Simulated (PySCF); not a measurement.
# trans-Hf(NH3)2Cl4: geometry, NMR shifts and electronic excitations

What NMR shifts and electronic excitations should trans-Hf(NH3)2Cl4 (`[NH3]->[Hf](<-[NH3])([Cl])([Cl])([Cl])[Cl]`) show?

Programs: PySCF 2.14.0, with density-fitted response routines of our own. Each step states its level of theory. These are calculated values for one molecule in the gas phase, unless marked as measured. Atoms are numbered from 0 throughout.

### Step 1. The starting structure

13 atoms, charge 0, multiplicity 1; geometry from: GFN2-xTB. The atoms were then displaced at random by about 0.03 Å, so the start is not that level's minimum.

Bonds of the start (Å): Hf0–N1 2.42, Hf0–N5 2.47, Hf0–Cl9 2.29, Hf0–Cl10 2.45, Hf0–Cl11 2.44, Hf0–Cl12 2.25, N1–H2 1.04, N1–H3 1.13, N1–H4 1.02, N5–H6 1.02, N5–H7 0.97, N5–H8 1.00.

### Step 2. Geometry optimisation at PBE0-D3(BJ)/def2-SVP

What the job is given:

```
{"job": {"xc": "PBE0", "basis": "def2-SVP", "d3": "d3bj", "grid": 1, "maxiter": 40, "shake": 0.03, "kind": "geom"}, "charge": 0, "multiplicity": 1}
Hf     0.067160    -0.074430     0.013150
N     -0.016620    -0.029610     2.435650
H     -0.473050     0.832740     2.799540
H      1.059030    -0.077130     2.787020
H     -0.535080    -0.831220     2.784010
N     -0.014990     0.029450    -2.449310
H      0.498400     0.832900    -2.824950
H     -0.923230     0.041050    -2.799150
H      0.448520    -0.800000    -2.770990
Cl     2.351990    -0.014260     0.067360
Cl    -2.377380    -0.000420    -0.004250
Cl     0.031810     2.360770     0.034820
Cl    -0.085920    -2.321960    -0.050700
```

On the command line:

```
$ OMP_NUM_THREADS=1 python probes_run.py task.json out
```

One launch serves the whole session: the jobs run in the order shown.

Output:

```text
step   0  E = -2000.90609360  max force = 0.067797
step   1  E = -2000.93243851  max force = 0.015312
step   2  E = -2000.93366298  max force = 0.004829
step   3  E = -2000.93422560  max force = 0.002202
step   4  E = -2000.93431757  max force = 0.000956
step   5  E = -2000.93434638  max force = 0.000428
step   6  E = -2000.93435555  max force = 0.000236
optimisation converged
```

Wall time 5.4 min (1 thread of Intel Xeon at 2.50GHz, shared host); peak memory 0.68 GiB.

Relaxation path:

```tsv
step	energy from step 0 (eV)	largest force component (eV/Å)
0	0.0000	3.4863
1	-0.7169	0.7874
2	-0.7502	0.2483
3	-0.7655	0.1132
4	-0.7680	0.0492
5	-0.7688	0.0220
6	-0.7690	0.0121
```

Close pairs (by a distance rule), those that changed most:

```tsv
bond	before (Å)	after (Å)	change (Å)
Hf0–Cl12	2.254	2.416	+0.162
Hf0–N5	2.466	2.329	-0.137
Hf0–Cl9	2.286	2.415	+0.129
N1–H3	1.133	1.022	-0.110
Hf0–N1	2.424	2.328	-0.096
N5–H7	0.973	1.022	+0.049
Hf0–Cl10	2.446	2.420	-0.026
N1–H2	1.041	1.022	-0.019
```

The end geometry stands in the next job.

```tsv
at the end point	value
rotational constants (GHz, main isotopes)	0.832, 0.832, 0.614
dipole moment (D)	0.11
```

### Step 3. NMR shieldings: PBE0/def2-TZVP+pcSseg-1

What the job is given:

```
{"job": {"kind": "nmr", "xc": "PBE0", "basis": {"default": "pcSseg-1", "Hf": "def2-TZVP"}}, "charge": 0, "multiplicity": 1}
Hf     0.024667    -0.020544     0.001935
N     -0.021762    -0.029131     2.329912
H     -0.463024     0.820497     2.687450
H      0.924087    -0.068426     2.715569
H     -0.540020    -0.828016     2.700249
N      0.013598     0.031895    -2.326103
H      0.496791     0.855350    -2.689846
H     -0.949915     0.066708    -2.666042
H      0.452514    -0.796290    -2.732690
Cl     2.439261    -0.060107     0.038299
Cl    -2.394616     0.013410     0.001006
Cl     0.060691     2.397732     0.016359
Cl    -0.011632    -2.435196    -0.053898
```

Level: GIAO PBE0/pcSseg-1 Hf:def2-TZVP NMR shielding, scalar relativity only through core potentials, gas phase.

Output:

```text
coarse grid: 59176 points
cycle   1  E = -2001.3755536444  dE = -1.861e+01  |g| = 6.778e-01  |ddm| = 6.056e+00
cycle   2  E = -2001.3806179122  dE = -5.064e-03  |g| = 6.744e-01  |ddm| = 1.696e+00
cycle   3  E = -2001.4899040161  dE = -1.093e-01  |g| = 1.918e-01  |ddm| = 9.108e-01
cycle   4  E = -2001.4996327272  dE = -9.729e-03  |g| = 5.073e-02  |ddm| = 2.396e-01
cycle   5  E = -2001.5001483359  dE = -5.156e-04  |g| = 1.267e-02  |ddm| = 5.071e-02
cycle   6  E = -2001.5001804640  dE = -3.213e-05  |g| = 4.031e-03  |ddm| = 1.204e-02
cycle   7  E = -2001.5001840218  dE = -3.558e-06  |g| = 3.657e-04  |ddm| = 3.038e-03
final grid: 116576 points
cycle   8  E = -2001.5001554259  dE = -1.274e-07  |g| = 3.287e-04  |ddm| = 2.405e-03
cycle   9  E = -2001.5001554088  dE =  1.713e-08  |g| = 4.275e-04  |ddm| = 6.370e-04
cycle  10  E = -2001.5001554505  dE = -4.165e-08  |g| = 7.322e-05  |ddm| = 4.142e-04
cycle  11  E = -2001.5001554518  dE = -1.382e-09  |g| = 2.016e-05  |ddm| = 9.440e-05
cycle  12  E = -2001.5001554519  dE = -1.019e-10  |g| = 3.897e-06  |ddm| = 2.252e-05
converged SCF energy = -2001.5001554519

GIAO shielding tensors (ppm)
atom      isotropic    diamagn.    paramagn.     s11        s22        s33       span
  0 Hf         nan         nan         nan        nan        nan        nan        nan
  1 N      225.525     315.359     -89.834    220.480    227.587    228.508      8.028
  2 H       28.773      28.419       0.354     23.532     25.682     37.104     13.572
  3 H       28.730      28.346       0.384     23.041     25.797     37.353     14.311
  4 H       28.830      28.314       0.517     23.695     25.544     37.252     13.557
  5 N      225.547     315.408     -89.861    220.530    227.492    228.618      8.088
  6 H       28.796      28.373       0.424     23.489     25.680     37.220     13.731
  7 H       28.692      28.478       0.214     23.013     25.869     37.195     14.182
  8 H       28.817      28.297       0.520     23.508     25.628     37.316     13.809
  9 Cl     574.773    1150.592    -575.819    275.793    526.910    921.616    645.823
 10 Cl     584.882    1150.713    -565.831    302.750    530.115    921.781    619.030
 11 Cl     582.813    1150.711    -567.898    298.244    528.496    921.700    623.456
 12 Cl     574.721    1150.614    -575.892    276.507    527.707    919.950    643.443
```

Run time: 2.2 min. Hardware: 1 thread of Intel Xeon at 2.50GHz, shared host; peak memory 1.2 GiB.

Shifts follow as δ = σ(reference) − σ, with reference shieldings (ppm) from runs at the same level and on the same kind of geometry: 1H TMS 31.27, 15N NH3 265.7, 35Cl HCl 943. The references are single molecules in the gas phase, so shifts against H2O, NH3, PH3, H3PO4 or CFCl3 are not on the usual liquid scales and can be off by tens of ppm. Atoms listed in one row are averaged.

```tsv
atoms	environment	σ (ppm)	δ (ppm)
H2, H3, H4, H6, H7, H8	hydrogen on a nitrogen bonded to Hf	28.77	2.49
N1, N5	nitrogen bonded to Hf, 3 H	225.5	40.1
Cl9, Cl10, Cl11, Cl12	chlorine bonded to Hf	579	364
```

Atoms past Kr carry core potentials, so their printed shieldings have no meaning and are left out of the table.

Charges from the same density, by scheme (e):

```tsv
atoms	Mulliken	ESP fit
Hf0	0.99	0.79
N1, N5	-0.48	-0.81
Cl9, Cl10, Cl11, Cl12	-0.36	-0.34
```

Mayer bond orders: Hf0–N1 0.39, Hf0–N5 0.39, Hf0–Cl9 1.03, Hf0–Cl10 1.02, Hf0–Cl11 1.02, Hf0–Cl12 1.03.

With diffuse functions Mulliken charges and Mayer bond orders lose their meaning; the other schemes are steadier.

The fields below are evaluated on a grid from the run's orbitals.

Frontier orbitals at PBE0/def2-TZVP+pcSseg-1, with the share of their density that lies nearest to each atom:

```tsv
orbital	energy (eV)	lies on
HOMO	-7.78	4 Cl atoms about 25 % each
LUMO	-1.61	Hf0 68 %; Cl11, Cl12 about 9 % each
```

ELF in a plane through or near 4 of the atoms.

Ten even steps from '0' (0.00) to '9' (0.96):
```
0000000000000000000000000000
0000000000000110000000000000
0000000000023443210000000000
0000000001367887641000000000
0000000002689769863000000000
0000000002688228862000000000
0000000000378888730036500000
0000023300035665300499940000
0000146766202662026899940000
0000157339738438379337510000
0000157339738448278337510000
0000389986201551026687510000
0000399950036776400155400000
0000057400278878830001000000
0000000001688238862000000000
0000000002689779863000000000
0000000001367887631000000000
0000000000023333200000000000
0000000000000000000000000000
0000000000000000000000000000
```
The map spans 10.7 Å across and 10.0 Å up, centred on the molecule. Atoms in the plane (x, y in Å): Hf0 (0.0, 0.0), N1 (-2.3, 0.0), N5 (2.3, 0.0), H8 (2.7, 0.9).

log10 of the density (e/Å³) in the same plane.

Values, 10 rows by 14 columns:
```
-4.0 -4.0 -4.0 -4.0 -4.0 -4.0 -3.4 -3.2 -3.5 -4.0 -4.0 -4.0 -4.0 -4.0
-4.0 -4.0 -4.0 -4.0 -3.3 -2.2 -1.6 -1.4 -1.8 -2.7 -3.9 -4.0 -4.0 -4.0
-4.0 -4.0 -4.0 -3.8 -2.2 -1.2 -0.1  0.2 -0.4 -1.7 -2.9 -4.0 -4.0 -4.0
-4.0 -4.0 -2.8 -2.1 -1.9 -1.1 -0.2  0.1 -0.5 -1.5 -1.5 -1.8 -3.3 -4.0
-4.0 -3.1 -1.5 -0.4 -0.2 -0.8 -0.4  0.2 -0.7 -0.4  0.2 -0.6 -2.2 -3.7
-4.0 -2.8 -1.3  0.1  0.7 -0.2  0.4  0.4 -0.2  0.3  0.7 -0.5 -2.0 -3.5
-4.0 -3.6 -1.8 -0.8 -0.9 -1.2 -0.5 -0.2 -0.8 -1.3 -1.0 -1.4 -2.8 -4.0
-4.0 -4.0 -3.6 -2.9 -2.1 -1.0  0.1  0.7 -0.3 -1.6 -2.7 -3.4 -4.0 -4.0
-4.0 -4.0 -4.0 -4.0 -2.6 -1.6 -0.8 -0.5 -1.1 -2.1 -3.4 -4.0 -4.0 -4.0
-4.0 -4.0 -4.0 -4.0 -3.9 -2.9 -2.3 -2.2 -2.5 -3.4 -4.0 -4.0 -4.0 -4.0
```
The map spans 10.7 Å across and 10.0 Å up, centred on the molecule. Atoms in the plane (x, y in Å): Hf0 (0.0, 0.0), N1 (-2.3, 0.0), N5 (2.3, 0.0), H8 (2.7, 0.9).

On the surface of density 0.002 e/bohr³ the electrostatic potential runs, from the 1st to the 99th percentile, from -1.16 V near Cl9 to 2.52 V near H6.

### Step 4. Ultraviolet spectrum: CAM-B3LYP/def2-SVPD

The job, as its differences from that of step 3:

```diff
@@ -1,2 +1,2 @@
-{"job": {"kind": "nmr", "xc": "PBE0", "basis": {"default": "pcSseg-1", "Hf": "def2-TZVP"}}, "charge": 0, "multiplicity": 1}
+{"job": {"kind": "uv", "xc": "CAM-B3LYP", "basis": "def2-SVPD", "ip": true, "nstates": 10}, "charge": 0, "multiplicity": 1}
 Hf     0.024667    -0.020544     0.001935
```

With the program's defaults for keys left out, this is: TDDFT CAM-B3LYP/def2-SVPD, vertical, gas phase, core orbitals frozen in the response.

Output:

```text
coarse grid: 59176 points
cycle   1  E = -2001.5062645838  dE = -1.265e+01  |g| = 7.158e-01  |ddm| = 1.229e+01
cycle   2  E = -2001.5583498637  dE = -5.209e-02  |g| = 5.866e-01  |ddm| = 4.091e+00
cycle   3  E = -2001.6511657621  dE = -9.282e-02  |g| = 1.352e-01  |ddm| = 2.318e+00
cycle   4  E = -2001.6559977576  dE = -4.832e-03  |g| = 2.963e-02  |ddm| = 4.716e-01
cycle   5  E = -2001.6562248674  dE = -2.271e-04  |g| = 4.762e-03  |ddm| = 6.729e-02
cycle   6  E = -2001.6562310520  dE = -6.185e-06  |g| = 1.622e-03  |ddm| = 1.495e-02
final grid: 116576 points
cycle   7  E = -2001.6562199536  dE = -1.436e-07  |g| = 1.830e-03  |ddm| = 7.754e-03
cycle   8  E = -2001.6562197542  dE =  1.994e-07  |g| = 2.038e-03  |ddm| = 8.490e-03
cycle   9  E = -2001.6562207058  dE = -9.516e-07  |g| = 1.146e-04  |ddm| = 4.770e-03
cycle  10  E = -2001.6562207096  dE = -3.841e-09  |g| = 2.821e-05  |ddm| = 4.492e-04
cycle  11  E = -2001.6562207102  dE = -5.716e-10  |g| = 5.354e-06  |ddm| = 1.304e-04
converged SCF energy = -2001.6562207102

Static polarisability (au): isotropic 121.486, principal 105.809 129.301 129.348

Singlet excitations
state   eV       nm        f      main configurations
  1   5.0872    243.7   0.00001   H->L 0.99
  2   5.0924    243.5   0.00001   H->L+1 0.99
  3   5.5107    225.0   0.00004   H-2->L 0.52, H-1->L+1 0.41
  4   5.5414    223.7   0.00004   H-1->L+1 0.36, H-2->L 0.26, H-1->L 0.18
  5   5.6155    220.8   0.00038   H-1->L 0.52, H-2->L 0.19, H-1->L+1 0.13
  6   5.6248    220.4   0.00380   H-2->L+1 0.66, H-1->L 0.23
  7   5.6426    219.7   0.00003   H->L+2 0.88
  8   5.8823    210.8   0.00144   H-3->L 0.49, H-2->L+2 0.42
  9   5.8856    210.7   0.00138   H-3->L+1 0.48, H-1->L+2 0.43
 10   6.1381    202.0   0.02851   H-4->L 0.32, H-3->L 0.32, H-2->L+2 0.16

Triplet excitations (Tamm-Dancoff, eV): 5.0213 5.0282 5.2605 5.4193
Vertical ionisation energy (delta-SCF) = 9.9400 eV
```

Run time: 18 min. Hardware: 1 thread of Intel Xeon at 2.50GHz, shared host; peak memory 1.5 GiB.

Frontier orbitals and where they lie:

```tsv
orbital	eV	atoms
HOMO−3	-9.92	Cl10 24 %, Cl12 24 %, Cl11 24 %
HOMO−2	-9.70	Cl11 30 %, Cl12 30 %, Cl10 17 %
HOMO−1	-9.70	Cl10 30 %, Cl9 30 %, Cl12 17 %
HOMO	-9.14	Cl12 25 %, Cl10 25 %, Cl9 25 %
LUMO	-0.67	Hf0 67 %, Cl12 10 %, Cl11 10 %
LUMO+1	-0.67	Hf0 67 %, Cl9 10 %, Cl10 9 %
LUMO+2	-0.27	Hf0 68 %, Cl12 8 %, Cl11 8 %
```

With each of the 10 states as a Gaussian band of 0.4 eV half-width at 1/e, the curve within the window shown has maxima at 204 nm (ε 1,300) L/(mol cm). Beyond the last state computed it falls off for lack of states. The curve at chosen wavelengths:

(nm, ε (L/mol/cm)): (193, 677), (196, 934), (200, 1193), (203, 1270), (206, 1235), (210, 1063), (213, 888), (216, 712), (220, 508), (223, 387), (226, 290), (230, 193), (233, 139), (236, 98), (239, 67), (243, 39), (246, 25), (249, 16), (253, 8), (256, 5), (259, 3), (263, 1), (266, 1), (269, 1), (273, 0), (276, 0)

Leading natural transition orbitals of singlet state 10: the hole lies on Cl9, Cl10 about 44 % each; the particle on Hf0 69 %; Cl11, Cl12 about 8 % each.

Leading natural transition orbitals of singlet state 1: the hole lies on Cl11, Cl12 about 28 % each; Cl9, Cl10 about 22 % each; the particle on Hf0 69 %; Cl11, Cl12 about 9 % each.

Ground-state properties from the same run:

```tsv
property	computed
dipole moment (D)	0.10
polarisability (Å³)	18.00
HOMO–LUMO gap (eV)	8.47
−ε(HOMO) (eV)	9.14
```

### Step 5. Shielding tensors: B3LYP/def2-TZVP+pcSseg-1

The job, as its differences from that of step 4:

```diff
@@ -1,2 +1,2 @@
-{"job": {"kind": "uv", "xc": "CAM-B3LYP", "basis": "def2-SVPD", "ip": true, "nstates": 10}, "charge": 0, "multiplicity": 1}
+{"job": {"kind": "nmr", "xc": "B3LYP", "basis": {"default": "pcSseg-1", "Hf": "def2-TZVP"}, "pop": false}, "charge": 0, "multiplicity": 1}
 Hf     0.024667    -0.020544     0.001935
```

Level: GIAO B3LYP/pcSseg-1 Hf:def2-TZVP NMR shielding, scalar relativity only through core potentials, gas phase.

Output:

```text
coarse grid: 59176 points
cycle   1  E = -2002.1827635395  dE = -1.856e+01  |g| = 7.377e-01  |ddm| = 6.028e+00
cycle   2  E = -2002.1495671192  dE =  3.320e-02  |g| = 8.365e-01  |ddm| = 1.927e+00
cycle   3  E = -2002.3204416181  dE = -1.709e-01  |g| = 2.101e-01  |ddm| = 1.088e+00
cycle   4  E = -2002.3321705716  dE = -1.173e-02  |g| = 4.273e-02  |ddm| = 2.406e-01
cycle   5  E = -2002.3324592142  dE = -2.886e-04  |g| = 1.881e-02  |ddm| = 4.783e-02
cycle   6  E = -2002.3325393412  dE = -8.013e-05  |g| = 3.910e-03  |ddm| = 1.769e-02
cycle   7  E = -2002.3325427774  dE = -3.436e-06  |g| = 5.427e-04  |ddm| = 3.232e-03
final grid: 116576 points
cycle   8  E = -2002.3326115572  dE = -2.828e-07  |g| = 3.273e-04  |ddm| = 3.480e-03
cycle   9  E = -2002.3326115470  dE =  1.023e-08  |g| = 3.841e-04  |ddm| = 6.589e-04
cycle  10  E = -2002.3326115803  dE = -3.337e-08  |g| = 1.183e-04  |ddm| = 4.493e-04
cycle  11  E = -2002.3326115842  dE = -3.881e-09  |g| = 1.654e-05  |ddm| = 1.361e-04
cycle  12  E = -2002.3326115843  dE = -6.048e-11  |g| = 6.141e-06  |ddm| = 2.006e-05
converged SCF energy = -2002.3326115843

GIAO shielding tensors (ppm)
atom      isotropic    diamagn.    paramagn.     s11        s22        s33       span
  0 Hf         nan         nan         nan        nan        nan        nan        nan
  1 N      221.266     314.230     -92.965    215.590    223.639    224.569      8.979
  2 H       28.842      28.516       0.326     23.815     25.831     36.879     13.063
  3 H       28.804      28.451       0.353     23.328     25.949     37.135     13.808
  4 H       28.902      28.410       0.491     23.986     25.701     37.019     13.033
  5 N      221.294     314.285     -92.991    215.696    223.597    224.590      8.893
  6 H       28.867      28.470       0.397     23.770     25.838     36.992     13.221
  7 H       28.763      28.583       0.180     23.297     26.007     36.984     13.687
  8 H       28.890      28.396       0.493     23.791     25.792     37.086     13.295
  9 Cl     553.333    1151.136    -597.803    240.439    506.644    912.917    672.478
 10 Cl     563.681    1151.261    -587.580    267.850    509.741    913.450    645.600
 11 Cl     561.497    1151.258    -589.761    263.136    508.128    913.227    650.091
 12 Cl     553.173    1151.158    -597.985    240.989    507.436    911.094    670.105
```

It took 83 s on 1 thread of Intel Xeon at 2.50GHz, shared host; peak memory 1.1 GiB.

This run: δ N1 42.3, Cl9 373, H2 2.54 ppm (means over like atoms).

### Step 6. Run by run: NMR shifts

Shifts (ppm), means over like atoms, with basis size and wall time:

```tsv
run	H2	N1	Cl9	functions	time
PBE0/def2-TZVP+pcSseg-1	2.49	40.1	364	200	2.2 min
B3LYP/def2-TZVP+pcSseg-1	2.54	42.3	373	200	83 s
```

### Step 7. What came out

| quantity | value |
| --- | --- |
| rotational constants (main isotopes) | 0.83, 0.83, 0.61 GHz |
| 1H shifts against TMS (PBE0/def2-TZVP+pcSseg-1, means over atoms taken as alike) | 2.49 ppm |
| 15N shifts against NH3 (PBE0/def2-TZVP+pcSseg-1, means over atoms taken as alike) | 40.1 ppm |
| 35Cl shifts against HCl (PBE0/def2-TZVP+pcSseg-1, means over atoms taken as alike) | 364 ppm |
| surface potential, 1st and 99th percentile | -1.16 V and 2.52 V |
| lowest singlet (CAM-B3LYP/def2-SVPD) | 5.09 eV (244 nm), f = 0.000 |
| brightest single state of those computed | state 10, 6.14 eV, f = 0.029 |
| lowest triplet | 5.02 eV |
| vertical ionisation energy (ΔSCF) | 9.94 eV |
| range of the shift of Cl9 | 364 to 373 ppm |

**Reading.** The start was shaken at random, so part of the energy gained undoes that. The optimisation took 6 steps and gained 0.769 eV; among the close pairs (by a distance rule), Hf0–Cl12 changed most, from 2.254 to 2.416 Å. At PBE0/def2-TZVP+pcSseg-1: Shielding is most anisotropic at Cl9, Cl10, Cl11, Cl12 (span 633 ppm, paramagnetic term -571 ppm). By nearest atom (PBE0/def2-TZVP+pcSseg-1), the HOMO sits on 4 Cl atoms about 25 % each and the LUMO on Hf0 68 %; Cl11, Cl12 about 9 % each. The first singlet state (HOMO→LUMO 0.99) lies at 5.09 eV and is dark; of the 10 states computed, the strongest absorption comes from state 10 at 6.14 eV (the last computed, so partners may be missing). The lowest triplet lies 0.07 eV below the lowest singlet (triplets in Tamm-Dancoff, singlets in full TDDFT). Spin-orbit coupling, left out, mixes singlets and triplets in elements this heavy. ΔSCF puts the ionisation energy at 9.94 eV, 0.80 eV above −ε(HOMO). Across the 2 runs the shift of Cl9 (with its like atoms) moves most, between 364 (PBE0/def2-TZVP+pcSseg-1) and 373 ppm (B3LYP/def2-TZVP+pcSseg-1). Spin-orbit coupling is left out, which matters for shieldings and couplings at and beside the heavy atoms.
